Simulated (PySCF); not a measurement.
Runs of PySCF 2.14.0 on F2Ge. The cell holds a molecule in a box, 3 atoms: a = 11.000 Å, b = 12.000 Å, c = 10.000 Å, α = 90.00°, β = 90.00°, γ = 90.00°. 

```csv
task,level,frozen core bands,conv_tol,exxdiv,grid for exchange and correlation,three-centre integrals,gap on the mesh (eV)
atomic charges,PBE50,-,1e-07 Ha,ewald,"Becke, atom-centred",read from an earlier run's file,8.74
MP2 correlation energy,HF,11,1e-08 Ha,ewald,-,read from an earlier run's file,12.97
atomic charges,r2SCAN+D3(BJ),-,1e-07 Ha,-,"Becke, atom-centred",read from an earlier run's file,4.74
atomic charges,PBE,-,1e-07 Ha,-,"Becke, atom-centred",-,(a)
```

Alike in all rows: potentials or basis pob-tzvp-rev2 (all-electron); no spin polarisation; cell as given; k mesh 1 × 1 × 1; smearing fixed.

Fill in the values left out.

(a) 4.37.

Caveats: this is a molecule in a periodic box at the Γ point, so its band gap is the HOMO-LUMO gap; relativity is left out, which matters for the heavier elements; the basis of atomic orbitals isn't converged, which shifts pressures, moduli and gaps; the basis is small and the box finite, so much correlation energy is missing and levels can be off by tenths of an eV (some runs); these D3(BJ) parameters were fitted with the three-body term, which the run leaves out (some runs).

A k mesh can miss the band edges, and the runs leave out spin-orbit coupling on Ge.
